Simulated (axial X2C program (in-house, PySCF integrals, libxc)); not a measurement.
# AuMg⁺: from the state search to constants

What are the state, bond length, wavenumber and bond energy of AuMg⁺, and what does spin–orbit coupling change?

Method: all-electron X2C, Au dyall-cv3z, Mg dyall-cv3z; program: an in-house X2C program for linear molecules on PySCF integrals.

All values are calculated.

### 1 Input

The input, task.json:

```json
{
 "zs": [
  79,
  12
 ],
 "q": 1,
 "bas": [
  "dyall-cv3z",
  "dyall-cv3z"
 ],
 "levels": [
  "PBE0",
  "HF",
  "PBE50"
 ],
 "cc": true,
 "r0": 2.63,
 "thr": -2.0,
 "nmax": 90,
 "npts": 10,
 "nst": 2,
 "ntry": 6
}
```

Keys: zs atomic numbers; q charge; bas basis sets; levels methods (HF also brings MP2); cc coupled cluster on or off; r0 starting distance in Å; thr threshold in hartree for freezing inner shells (an s shell follows its p shell); nmax most natural virtual spinors; npts points asked for on the curve; nst determinants followed; ntry starts of the search.

The run is started by

```
$ python so2c.py task.json out
```

Spin-free means the one-electron spin-free X2C Hamiltonian; two-component (2c) means X2C with spin–orbit coupling and atomic mean-field two-electron Coulomb and Gaunt terms. Basis: Au dyall-cv3z contracted to [13s14p9d6f4g], Mg dyall-cv3z contracted to [9s8p6d3f]; Gaussian nuclei, density fitting. Masses: Au 196.967 u, Mg 23.985 u.

Notation: σ, π±, δ± give the projection m of an orbital's angular momentum (0, ±1, ±2), α and β its spin, Λ and M_S the sums; ω is the projection of a spinor's total angular momentum and Ω the sum. Logs are in hartree.

The results follow Hamiltonian by Hamiltonian and level by level.

### 2 Which state to follow

PBE0 moves the distance from 2.630 Å to 2.381 Å and compares determinants there.

Spin-free determinants:

```tsv
ΔE (eV)	state	open shells
0.00	M_S = 0, Λ = 0	closed shell
2.13	M_S = 1, Λ = 0	beyond closed shells: 2 × σα
3.70	M_S = 1, Λ = 2	beyond closed shells: σα, δ+α, δ+β, δ-α
3.75	M_S = 0, Λ = 2	beyond closed shells: σβ, δ+α, δ+β, δ-α
3.93	M_S = 1, Λ = 1	beyond closed shells: σα, π+α, π+β, π-α
4.02	M_S = 0, Λ = 1	beyond closed shells: σβ, π+α, π+β, π-α
```

Two-component determinants:

```
ΔE (eV)  state                              open shells
   0.00  Ω = 0                             closed shell
   2.10  Ω = 1        excess of +ω over −ω: 2 × ω = 1/2
   3.11  Ω = 3   excess of +ω over −ω: ω = 1/2, ω = 5/2
   3.16  Ω = 2  excess of +ω over −ω: ω = -1/2, ω = 5/2
   3.35  Ω = 2   excess of +ω over −ω: ω = 1/2, ω = 3/2
   3.40  Ω = 1  excess of +ω over −ω: ω = -1/2, ω = 3/2
   4.50  Ω = 2   excess of +ω over −ω: ω = 1/2, ω = 3/2
```

### 3 PBE0, spin-free

State followed: M_S = 0, Λ = 0 (closed shell). The scan is laid around 2.381 Å, a first estimate of the minimum, and this SCF restarts from the orbitals of the search.

The SCF at the reference distance of 2.381 Å:

```text
spin-free X2C-1e  PBE0
basis functions 262  fitting functions 1160  grid points 5082
iter        total energy     max residual
   1     -19214.656096269     3.86e-06
   2     -19214.656096269     2.48e-06
converged
one-electron -26749.38856826  Coulomb 7709.91108586  exact exchange -94.98129350  xc functional -290.89030480  nuclear repulsion 210.69298444
```

Along the bond, energies from the lowest point:

```
R (Å)  E (eV)  μ (D)  HOMO (eV)  LUMO (eV)  iterations
2.071  0.6048   7.96     -12.71      -8.21          11
2.167  0.2471   8.33     -12.56      -8.28          10
2.238  0.0967   8.58     -12.46      -8.33          10
2.310  0.0204   8.82     -12.37      -8.38          10
2.381  0.0000   9.04     -12.29      -8.43           2
2.464  0.0308   9.28     -12.20      -8.48          10
2.548  0.1012   9.49     -12.12      -8.53          10
2.655  0.2323   9.72     -12.02      -8.59          10
2.786  0.4269   9.96     -11.91      -8.65          10
2.976  0.7356  10.23     -11.76      -8.74          10
```

Dipoles are positive if Mg is the positive end and refer to the centre of mass.

Outer orbitals at the reference distance:

```
symmetry  occupied  ε (eV)              atomic character
      σα       yes  -14.60   78% Au d, 11% Mg s, 5% Au s
     π-α       yes  -13.95                      96% Au d
     π+α       yes  -13.95                      96% Au d
     δ-α       yes  -13.54                     100% Au d
     δ+α       yes  -13.54                     100% Au d
      σα       yes  -12.29  40% Au s, 33% Mg s, 18% Au d
      σα        no   -8.43  37% Mg p, 28% Mg s, 18% Au s
     π+α        no   -5.95   70% Mg p, 26% Au p, 3% Au d
     π-α        no   -5.95   70% Mg p, 26% Au p, 3% Au d
      σα        no   -5.01  46% Au p, 33% Mg p, 11% Au s
```

PBE0 fields in the half plane through the axis: z from -2.4 to 4.5 Å across, distance from the axis 0.15 to 2.25 Å upwards; Au lies at z = 0 and Mg at z = 2.381 Å; the ELF is damped to zero where the density is low.

log10 density (e/bohr³). Ten even steps from '0' (-5.06 ) to '9' (1.88 ):
```
001122222222222222211100
011222333333333332222110
012233344444333333322211
112334444444444433332221
122344555555444444333221
123345666665544555433322
123455677766555676543322
123456789876556787643322
```

ELF. Ten even steps from '0' (0.00 ) to '9' (0.86 ):
```
000000000111223321000000
000000011123457776420000
000001122233578888873000
000001223334688633477300
000012344434674100026610
000012466644550011002640
000013674764521898201451
000024743474414939600351
```

Re = 2.375 Å, ωe = 330 cm⁻¹, ωexe = 1.46 cm⁻¹, Be = 0.1398 cm⁻¹, De = 2.43 eV, μ = 9.03 D.

### 4 HF, spin-free

The SCF at the reference distance of 2.381 Å:

```text
spin-free X2C-1e  HF
basis functions 262  fitting functions 1160  grid points 5082
iter        total energy     max residual
   1     -19208.709671970     1.23e+00
   2     -19208.750195032     1.60e-02
   3     -19208.751583550     1.81e-02
   4     -19208.752883074     1.35e-03
   5     -19208.753048340     4.68e-04
   6     -19208.753091861     2.06e-04
   7     -19208.753099736     9.33e-05
   8     -19208.753101067     3.87e-05
   9     -19208.753101189     1.26e-05
  10     -19208.753101203     4.87e-06
  11     -19208.753101205     1.14e-06
  12     -19208.753101206     3.99e-07
converged
one-electron -26752.15583717  Coulomb 7712.87500764  exact exchange -380.16525611  xc functional 0.00000000  nuclear repulsion 210.69298444
```

Re = 2.475 Å, ωe = 274.6 cm⁻¹, ωexe = 1.25 cm⁻¹, Be = 0.1287 cm⁻¹, De = 1.39 eV, μ = 8.18 D.

### 5 PBE50, spin-free

The SCF at the reference distance of 2.381 Å:

```text
spin-free X2C-1e  PBE50
basis functions 262  fitting functions 1160  grid points 5082
iter        total energy     max residual
   1     -19214.411121215     4.12e-01
   2     -19214.416025150     1.00e-02
   3     -19214.415227795     1.62e-02
   4     -19214.416899365     3.33e-04
   5     -19214.416905598     2.99e-04
   6     -19214.416907698     6.87e-05
   7     -19214.416908082     1.91e-05
   8     -19214.416908118     4.92e-06
   9     -19214.416908120     2.70e-06
  10     -19214.416908120     5.09e-07
converged
one-electron -26751.57808795  Coulomb 7712.18685597  exact exchange -190.01840159  xc functional -195.70025899  nuclear repulsion 210.69298444
```

Re = 2.380 Å, ωe = 325 cm⁻¹, ωexe = 1.39 cm⁻¹, Be = 0.1392 cm⁻¹, De = 2.28 eV, μ = 8.85 D.

### 6 Correlated methods, spin-free

Correlated methods: 12 electrons correlated (frozen shells, counted by type: Au 5 s, 4 p, 2 d, 1 f; Mg 2 s, 1 p), 334 virtual spinors in MP2, 88 natural virtuals in coupled cluster.

Output of the correlated part at 2.381 Å:

```text
correlated 12  virtual 334  natural virtual 88  E(MP2) -0.414443587  MP2 remainder -0.020151019
iter   CCSD correlation   residual
   1     -0.357000593   1.55e-01
   2     -0.368398905   5.84e-02
   3     -0.370684795   2.87e-02
   4     -0.370754531   1.20e-02
   5     -0.371025665   5.15e-03
   6     -0.371051254   1.59e-03
   7     -0.371040463   6.04e-04
   8     -0.371047583   2.84e-04
   9     -0.371042245   1.25e-04
  10     -0.371043413   3.44e-05
  11     -0.371042798   1.18e-05
  12     -0.371042898   4.01e-06
  13     -0.371042873   1.50e-06
  14     -0.371042872   6.06e-07
(T) -0.017688550  T1 0.0503  D1 0.1172  max T2 0.089
```

T1 in the output is the amplitude norm over the root of the electron number; divide by √2 for the Lee–Taylor value.

MP2: Re = 2.338 Å, ωe = 362 cm⁻¹, Be = 0.1442 cm⁻¹, De = 2.33 eV.

CCSD: Re = 2.379 Å, ωe = 330 cm⁻¹, ωexe = 1.41 cm⁻¹, Be = 0.1393 cm⁻¹, De = 2.40 eV. T1 at Re = 0.036 (Lee–Taylor, the printed value over √2).

CCSD(T): Re = 2.371 Å, ωe = 337 cm⁻¹, ωexe = 1.46 cm⁻¹, Be = 0.1402 cm⁻¹, De = 2.48 eV. T1 at Re = 0.036 (Lee–Taylor, the printed value over √2).

### 7 A higher determinant, spin-free

State: M_S = 1, Λ = 0 (beyond closed shells: 2 × σα).

Output at the reference distance:

```text
spin-free X2C-1e  PBE0
basis functions 262  fitting functions 1160  grid points 5082
iter        total energy     max residual
   1     -19214.577904721     1.03e-05
   2     -19214.577904724     1.47e-05
   3     -19214.577904729     3.07e-06
   4     -19214.577904731     2.96e-06
converged
one-electron -26744.47079561  Coulomb 7705.05613899  exact exchange -94.98288163  xc functional -290.87335092  nuclear repulsion 210.69298444
```

```
R (Å)  E above the lowest PBE0 point (eV)
2.071                               3.396
2.167                               2.827
2.238                               2.521
2.310                               2.294
2.381                               2.128
2.464                               1.995
2.548                               1.909
2.655                               1.850
2.786                               1.830
```

No constants are quoted: the lowest point is the long end of the scan.

### 8 The spin-free curves together

Energy (eV) of the followed determinant, spin-free, from each level's lowest point:

```
R (Å)   PBE0     HF    MP2   CCSD  CCSD(T)  PBE50
2.071  0.605  0.859  0.528    n/a      n/a  0.610
2.167  0.247  0.433  0.188  0.261    0.248  0.253
2.238  0.097  0.230  0.055  0.104    0.095  0.101
2.310  0.020  0.101  0.000  0.023    0.018  0.023
2.381  0.000  0.029  0.004  0.000    0.000  0.000
2.464  0.031  0.000  0.065  0.028    0.034  0.027
2.548  0.101  0.014  0.168  0.098    0.110  0.094
2.655  0.232  0.076  0.341  0.227    0.247  0.221
2.786  0.427  0.194  0.588    n/a      n/a  0.411
2.976  0.736  0.408  0.969    n/a      n/a  0.716
```

### 9 PBE0, 2c

State followed: Ω = 0 (closed shell). The scan is laid around 2.381 Å, a first estimate of the minimum, and this SCF restarts from the orbitals of the search.

Output at 2.381 Å:

```text
two-component X2C + atomic mean field  PBE0
basis functions 262  fitting functions 1160  grid points 5082
iter        total energy     max residual
   1     -19217.096359775     2.90e-06
   2     -19217.096359775     3.15e-06
converged
one-electron -26731.27121180  Coulomb 7707.04200227  exact exchange -94.96226858  xc functional -290.90115953  nuclear repulsion 210.69298444  atomic mean-field constant -17.69670657
```

Along the bond, energies from the lowest point:

```
R (Å)  E (eV)  μ (D)  HOMO (eV)  LUMO (eV)  iterations
2.071  0.6036   7.96     -12.69      -8.22          11
2.167  0.2459   8.34     -12.53      -8.29          10
2.238  0.0958   8.59     -12.43      -8.34          11
2.310  0.0198   8.84     -12.33      -8.39          10
2.381  0.0000   9.06     -12.25      -8.43           2
2.464  0.0316   9.30     -12.16      -8.48          10
2.548  0.1031   9.51     -12.07      -8.53           9
2.655  0.2357   9.75     -11.98      -8.59          10
2.786  0.4324   9.99     -11.88      -8.66          10
2.976  0.7440  10.26     -11.73      -8.74          10
```

Dipoles are positive if Mg is the positive end and refer to the centre of mass.

Outer spinors at the reference distance:

```csv
ω,occupied,ε (eV),atomic character,λ mixture
1/2,yes,-15.17,"90% Au d, 4% Mg s, 2% Mg p","61% σ, 39% π"
3/2,yes,-14.62,99% Au d,"69% δ, 31% π"
1/2,yes,-13.83,"79% Au d, 9% Mg s, 5% Au s","58% π, 42% σ"
3/2,yes,-13.29,96% Au d,"69% π, 31% δ"
5/2,yes,-12.97,100% Au d,100% δ
1/2,yes,-12.25,"38% Au s, 30% Mg s, 23% Au d","97% σ, 3% π"
1/2,no,-8.43,"37% Mg p, 29% Mg s, 18% Au s",100% σ
1/2,no,-6.07,"64% Mg p, 32% Au p, 3% Au d","97% π, 3% σ"
3/2,no,-5.88,"72% Mg p, 24% Au p, 3% Au d",100% π
1/2,no,-5.03,"44% Au p, 36% Mg p, 10% Au s","94% σ, 6% π"
```

PBE0 fields in the half plane through the axis: z from -2.4 to 4.5 Å across, distance from the axis 0.15 to 2.25 Å upwards; Au lies at z = 0 and Mg at z = 2.381 Å; the ELF is damped to zero where the density is low.

log10 density (e/bohr³). Ten even steps from ' ' (-5.06 ) to '@' (1.88 ):
```
    ....::::::::::::::::::::::::::::::......    
  ....::::::----------------------::::::::....  
  ..::::------==========--------------::::::....
....::----======================--------::::::..
..::::--====++++++++++++============------::::..
..::----==++**********++++++==++++++==------::::
..::--==++++**######****++++++**##**++==----::::
..::--==++**##%%@@%%##**++++**##%%##**==----::::
```

ELF. Ten even steps from ' ' (0.00 ) to '@' (0.86 ):
```
                  ......::::----::..            
              ....::::--==++######**==::        
          ....::::::----++##%%%%%%%%%%##--      
          ..::::------==**%%%%**----==####--    
        ..::--======--==**##==..      ::****..  
        ..::==******====++++    ....    ::**--  
        ..--**##==##**==++::..%%@@%%::    ==++  
        ::==##==--==##====..==@@--@@**    --++..
```

Re = 2.374 Å, ωe = 331 cm⁻¹, ωexe = 1.45 cm⁻¹, Be = 0.1399 cm⁻¹, De = 2.45 eV, μ = 9.04 D.

### 10 HF, 2c

Output at 2.381 Å:

```text
two-component X2C + atomic mean field  HF
basis functions 262  fitting functions 1160  grid points 5082
iter        total energy     max residual
   1     -19211.082005977     1.23e+00
   2     -19211.122671680     1.60e-02
   3     -19211.124050569     1.80e-02
   4     -19211.125334519     1.39e-03
   5     -19211.125500264     4.68e-04
   6     -19211.125544943     2.08e-04
   7     -19211.125553632     9.62e-05
   8     -19211.125555206     4.06e-05
   9     -19211.125555383     1.33e-05
  10     -19211.125555409     5.84e-06
  11     -19211.125555414     2.17e-06
  12     -19211.125555415     7.53e-07
converged
one-electron -26734.03424156  Coulomb 7709.99992623  exact exchange -380.08751795  xc functional 0.00000000  nuclear repulsion 210.69298444  atomic mean-field constant -17.69670657
```

Re = 2.471 Å, ωe = 277.3 cm⁻¹, ωexe = 1.25 cm⁻¹, Be = 0.1292 cm⁻¹, De = 1.40 eV, μ = 8.22 D.

### 11 PBE50, 2c

Output at 2.381 Å:

```text
two-component X2C + atomic mean field  PBE50
basis functions 262  fitting functions 1160  grid points 5082
iter        total energy     max residual
   1     -19216.827650472     4.10e-01
   2     -19216.832569438     9.96e-03
   3     -19216.831774523     1.61e-02
   4     -19216.833440573     3.33e-04
   5     -19216.833446904     3.02e-04
   6     -19216.833449060     7.07e-05
   7     -19216.833449474     1.98e-05
   8     -19216.833449516     5.32e-06
   9     -19216.833449520     2.99e-06
  10     -19216.833449520     6.10e-07
converged
one-electron -26733.45879383  Coulomb 7709.31518430  exact exchange -189.98005706  xc functional -195.70606080  nuclear repulsion 210.69298444  atomic mean-field constant -17.69670657
```

Re = 2.378 Å, ωe = 327 cm⁻¹, ωexe = 1.38 cm⁻¹, Be = 0.1394 cm⁻¹, De = 2.30 eV, μ = 8.87 D.

### 12 Correlated methods, 2c

Correlated methods: 12 electrons correlated (frozen shells, counted by type: Au 5 s, 4 p, 2 d, 1 f; Mg 2 s, 1 p), 334 virtual spinors in MP2, 90 natural virtuals in coupled cluster.

Output of the correlated part at 2.381 Å:

```text
correlated 12  virtual 334  natural virtual 90  E(MP2) -0.414570529  MP2 remainder -0.019129650
iter   CCSD correlation   residual
   1     -0.357993862   1.54e-01
   2     -0.369335605   5.82e-02
   3     -0.371638071   2.88e-02
   4     -0.371701385   1.20e-02
   5     -0.371970402   5.20e-03
   6     -0.371996835   1.62e-03
   7     -0.371986457   6.44e-04
   8     -0.371994178   3.16e-04
   9     -0.371988184   1.44e-04
  10     -0.371989576   4.38e-05
  11     -0.371988838   1.78e-05
  12     -0.371989018   8.06e-06
  13     -0.371988987   3.70e-06
  14     -0.371989000   1.57e-06
(T) -0.017812441  T1 0.0501  D1 0.1166  max T2 0.088
```

MP2: Re = 2.337 Å, ωe = 363 cm⁻¹, Be = 0.1443 cm⁻¹, De = 2.35 eV.

CCSD: Re = 2.377 Å, ωe = 332 cm⁻¹, ωexe = 1.4 cm⁻¹, Be = 0.1395 cm⁻¹, De = 2.42 eV. T1 at Re = 0.035 (Lee–Taylor, the printed value over √2).

CCSD(T): Re = 2.369 Å, ωe = 339 cm⁻¹, ωexe = 1.44 cm⁻¹, Be = 0.1404 cm⁻¹, De = 2.48 eV. T1 at Re = 0.035 (Lee–Taylor, the printed value over √2).

### 13 A higher determinant, 2c

State: Ω = 1 (excess of +ω over −ω: 2 × ω = 1/2).

Output at the reference distance:

```text
two-component X2C + atomic mean field  PBE0
basis functions 262  fitting functions 1160  grid points 5082
iter        total energy     max residual
   1     -19217.019152961     3.86e-06
   2     -19217.019152961     3.98e-06
converged
one-electron -26726.11844355  Coulomb 7701.94537902  exact exchange -94.96221271  xc functional -290.88015359  nuclear repulsion 210.69298444  atomic mean-field constant -17.69670657
```

```
R (Å)  E above the lowest PBE0 point (eV)
2.071                               3.378
2.167                               2.806
2.238                               2.498
2.310                               2.269
2.381                               2.101
2.464                               1.967
2.548                               1.881
2.655                               1.823
2.786                               1.805
```

No constants are quoted: the lowest point is the long end of the scan.

### 14 The 2c curves together

Energy (eV) of the followed determinant, 2c, from each level's lowest point:

```
R (Å)   PBE0     HF    MP2   CCSD  CCSD(T)  PBE50
2.071  0.604  0.852  0.527    n/a      n/a  0.607
2.167  0.246  0.428  0.187  0.258    0.246  0.251
2.238  0.096  0.225  0.054  0.102    0.093  0.100
2.310  0.020  0.098  0.000  0.022    0.017  0.022
2.381  0.000  0.027  0.005  0.000    0.000  0.000
2.464  0.032  0.000  0.067  0.029    0.035  0.028
2.548  0.103  0.016  0.171  0.101    0.113  0.097
2.655  0.236  0.081  0.346  0.233    0.252  0.225
2.786  0.432  0.203  0.595    n/a      n/a  0.418
2.976  0.744  0.421  0.979    n/a      n/a  0.727
```

Time for the job: 5 min (1 thread of Arm Neoverse N1, shared host).

### 15 Results

Lowest determinant that the search found at its distance, spin-free: M_S = 0, Λ = 0 (closed shell).

Lowest determinant that the search found at its distance, 2c: Ω = 0 (closed shell).

| Hamiltonian | level | Re (Å) | ωe (cm⁻¹) | De (eV) | μ (D) |
| --- | --- | --- | --- | --- | --- |
| spin-free | PBE0 | 2.375 | 330 | 2.43 | 9.03 |
| spin-free | HF | 2.475 | 274.6 | 1.39 | 8.18 |
| spin-free | MP2 | 2.338 | 362 | 2.33 | n/a |
| spin-free | CCSD | 2.379 | 330 | 2.40 | n/a |
| spin-free | CCSD(T) | 2.371 | 337 | 2.48 | n/a |
| spin-free | PBE50 | 2.380 | 325 | 2.28 | 8.85 |
| 2c | PBE0 | 2.374 | 331 | 2.45 | 9.04 |
| 2c | HF | 2.471 | 277.3 | 1.40 | 8.22 |
| 2c | MP2 | 2.337 | 363 | 2.35 | n/a |
| 2c | CCSD | 2.377 | 332 | 2.42 | n/a |
| 2c | CCSD(T) | 2.369 | 339 | 2.48 | n/a |
| 2c | PBE50 | 2.378 | 327 | 2.30 | 8.87 |

Dipoles are positive if Mg is the positive end and refer to the centre of mass.

Time per point (s) on 1 thread of Arm Neoverse N1, shared host (2c runs; CCSD comes with the CCSD(T) run); the times are rough: PBE0 1.1, HF 0.94, MP2 1.7, CCSD(T) 8.6, PBE50 1.2.

At CCSD(T), going from spin-free to two-component changes Re by -2 mÅ, ωe by +0.6 %; the spin-free picture holds up (part of it comes from the scalar share of the two-electron terms). De moves by +0.01 eV; both De rest on single-determinant atoms, which can miss part of an open shell's spin–orbit lowering.

De refers to Au + Mg+, each in the lowest determinant found, which need not be this curve's own limit. The state is a single determinant with fixed occupations, the lowest that a limited PBE0 search found. Closed shells are restricted here (equal orbitals for both partners), which fails at long range if the bond breaks into open shells. Dissociation energies refer to the lowest single-determinant-based atoms at the same level and basis. CCSD and (T) use frozen natural virtuals with an MP2 correction for the truncation. T1 at Re is 0.036 (Lee–Taylor), above the customary mark of 0.02.
